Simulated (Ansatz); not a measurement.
**Si3C2: from a guess to a relaxed structure**

Aim: relax a trial structure of Si3C2 and see where it ends.

Program: Ansatz 0.2.0. Level of theory: DFT PBE, scalar-relativistic, plane waves, PAW. These are calculated values, not measurements.

**1. The structure to begin with**

The structure is hexagonal, space group P6/mmm (No. 191). The conventional cell has a = 4.382 Å, b = 4.382 Å, c = 4.994 Å, α = 90.00°, β = 90.00°, γ = 120.00°. Si (site symmetry mmm) has 4 Si at 2.19 Å as nearest neighbours. C (site symmetry 6mm) has 1 C at 1.37 Å as nearest neighbours.

As a file:

```cif
data_structure
_symmetry_space_group_name_H-M 'P6/mmm'
_symmetry_Int_Tables_number 191
_cell_length_a 4.3822
_cell_length_b 4.3822
_cell_length_c 4.9944
_cell_angle_alpha 90.000
_cell_angle_beta 90.000
_cell_angle_gamma 120.000
_cell_volume 83.06
loop_
_atom_site_label
_atom_site_type_symbol
_atom_site_symmetry_multiplicity
_atom_site_Wyckoff_symbol
_atom_site_fract_x
_atom_site_fract_y
_atom_site_fract_z
_atom_site_occupancy
Si1 Si 3 g 0.50000 0.00000 0.50000 1
C1 C 2 e 0.00000 0.00000 0.86324 1
```

Recipe of the guess: random cell by space group and Wyckoff sites (P6/mmm, No. 191). Its size is a rough estimate.

**2. Probe: one point on a coarse mesh**

input.yaml

```yaml
crystal:
  lattice:
    - [4.38220827, 0.0, 0.0]
    - [-2.19110414, 3.79510369, 0.0]
    - [0.0, 0.0, 4.99441389]
  atoms:
    - { symbol: Si, position: [0.5, 0.0, 0.5] }
    - { symbol: Si, position: [0.0, 0.5, 0.5] }
    - { symbol: Si, position: [0.5, 0.5, 0.5] }
    - { symbol: C, position: [0.0, 0.0, 0.86324246] }
    - { symbol: C, position: [0.0, 0.0, 0.13675754] }
basis:
  ecutwfc: 420
kpoints:
  mp_grid: { grid: [6, 6, 4] }
hamiltonian:
  xc: pbe
scf:
  occupations: { method: gaussian, width: 0.1 }
  lower_state_search: "off"
output:
  forces: true
  stress: true
  eigenvalues: true
```

Started as:

```
> ansatz run input.yaml --threads 1 --pin off --max-ram 2560MiB --backend cpu --events-out ev --progress --plain --runs-dir out
```

Further runs follow: spin check on a coarse mesh; coarse relaxation; full relaxation.

**Question.** What will these runs give? Wanted: conventional cell; volume; energy over the elements; gap on the mesh.

The runs gave:

| quantity | value |
| --- | --- |
| symmetry at the end (tolerance 0.05 Å) | space group P6/mmm (No. 191) |
| conventional cell | a = 4.755 Å, b = 4.755 Å, c = 4.078 Å, α = 90.00°, β = 90.00°, γ = 120.00° |
| volume | 15.97 Å³/atom |
| energy over the elements | +1.78 eV/atom |
| gap on the mesh | none (metal) |

What this shows: The space group P6/mmm (No. 191) is kept, and the volume per atom shrinks by 3.9 % from the first guess. With a positive formation energy it can't be a ground state. No finished test with a distortion of lower symmetry is shown, so the end may be a saddle point. Other magnetic orders were not searched.
